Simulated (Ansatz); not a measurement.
CdH₂O₂, space group P-3m1, a comparison of functionals at one structure

Computed with Ansatz 0.2.0 through its Python package.

Run as a notebook:

```python
import warnings

import ansatz as az
import pandas as pd
```

```python
MESH = (6, 6, 4)
```

```python
warnings.simplefilter('ignore', az.DeckWarning)
```

```python
lattice = az.Lattice.of(
    (3.515526, 0.0, 0.0),
    (-1.757763, 3.044535, 0.0),
    (0.0, 0.0, 4.642979),
)
sites = [
    ('Cd', (0.0, 0.0, 0.0)),
    ('H', (2 / 3, 1 / 3, 0.550961)),
    ('H', (1 / 3, 2 / 3, 0.449039)),
    ('O', (2 / 3, 1 / 3, 0.759372)),
    ('O', (1 / 3, 2 / 3, 0.240628)),
]
crystal = az.Crystal(lattice=lattice)
for symbol, position in sites:
    crystal = crystal.atom(symbol, position)
```

```python
crystal.resolved().sites[-1]
```

    Site(symbol='O', position=(0.3333333333333333, 0.6666666666666666, 0.240628), moment=None, axis=None, held=None, saved=None)

```python
calculation = crystal.calculation()
calculation = calculation.occupations(az.OccupationsMethod.FIXED).kpoints(mesh=MESH)
calculation = calculation.forces().stress()
```

```python
rows = []
for value in ['lda', 'r2scan', 'blyp']:
    report = calculation.functional(value).run(threads=1, backend='cpu').report
    rows.append((value, report['free_energy_ev'] / len(report['lattice']['sites']), report['n_iterations'], sum(report['stress_gpa'][i][i] for i in range(3)) / 3, max(abs(f) for row in report['forces_ev_ang'] for f in row), report['n_kpoints']))
```

```python
table = pd.DataFrame(rows, columns=['functional', 'F/atom (eV)', 'iterations', 'P (GPa)', 'max component (eV/A)', 'k-points'])
table.round(5)
```

      functional  F/atom (eV)  iterations  P (GPa)  max component (eV/A)  k-points
    0        lda  -1851.95842           7 -4.22214               0.90421        24
    1     r2scan  -1887.56266           6 -0.74322               0.16634        24
    2       blyp  -1888.13373           8  6.44115               0.12280        24

From lowest to highest: LDA (-4.2 GPa), r2SCAN (-0.7 GPa) and BLYP (6.4 GPa). At a fixed cell a lower pressure usually means a smaller equilibrium volume, so LDA prefers the smallest cell and BLYP the largest. Gaps by band count in the reports: LDA 1.56 eV, r2SCAN 2.28 eV and BLYP 1.84 eV (Kohn-Sham values on this mesh, as a rule under measured gaps).

Pressure is positive in compression. This cell is a computed structure, which may not be the phase found in nature. Total energies of different functionals can't be compared; pressures, moments and gaps at this one structure can. Finished in 6.1 s on 1 thread of Intel(R) Xeon(R) Processor @ 2.30GHz, with other jobs on the host, peak memory 0.66 GiB.
